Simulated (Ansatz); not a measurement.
# Ta3N under changes of volume

One of the cells (14.978 Å³/atom); the others are scaled copies at fixed shape and fractional positions:

```
CELL_PARAMETERS angstrom
3.03222 0.00000 0.00000
-1.51611 2.62598 0.00000
0.00000 0.00000 7.52414
ATOMIC_POSITIONS crystal
Ta 0.66667 0.33333 0.82607
Ta 0.33333 0.66667 0.17393
Ta 0.00000 0.00000 0.50000
N 0.00000 0.00000 0.00000
```

The cell comes from a database or a generator and needn't be the stable form of this composition.

- Program: Ansatz 0.2.0
- Functional: r2SCAN
- Potentials or basis: Ansatz PAW
- Cutoff: 500 eV (not typed: the program's choice for these potentials)
- k mesh: 10 × 10 × 4
- Occupations: fermi-dirac, width 0.05 eV
- Spin: no spin polarisation

```tsv
volume (Å³/atom)	energy over the lowest point (meV/atom)	pressure (GPa)	largest force (eV/Å)
14.079	26.38	13.3	0.345
14.379	7.50	7.0	0.191
14.678	0.00	1.2	0.052
14.978	2.75	-4.0	0.072
15.277	14.71	-8.7	0.184
15.577	?	?	?
15.877	62.71	-16.7	0.378
```

What does the run at 15.577 Å³/atom give?

Energy over the lowest point 34.97 meV/atom; pressure -12.9 GPa; largest force 0.286 eV/Å.

Worked out: A Birch-Murnaghan fit of order 3 (a polynomial in V^(-2/3)) to the other rows has its minimum at 14.74 Å³/atom with B0 = V·E''(V) = 263 GPa and B' = 4.2 at fixed shape and positions, which overstates the stiffness. It gives 34.97 meV/atom at 15.577 Å³/atom, against the run's 34.97, and -dE/dV = -12.9 GPa, against -12.9.

Energies are extrapolated to zero smearing.

Caveats: the PAW data sets come from PBE, with cores solved anew for the run's functional, which leaves a small shift of forces and pressure.
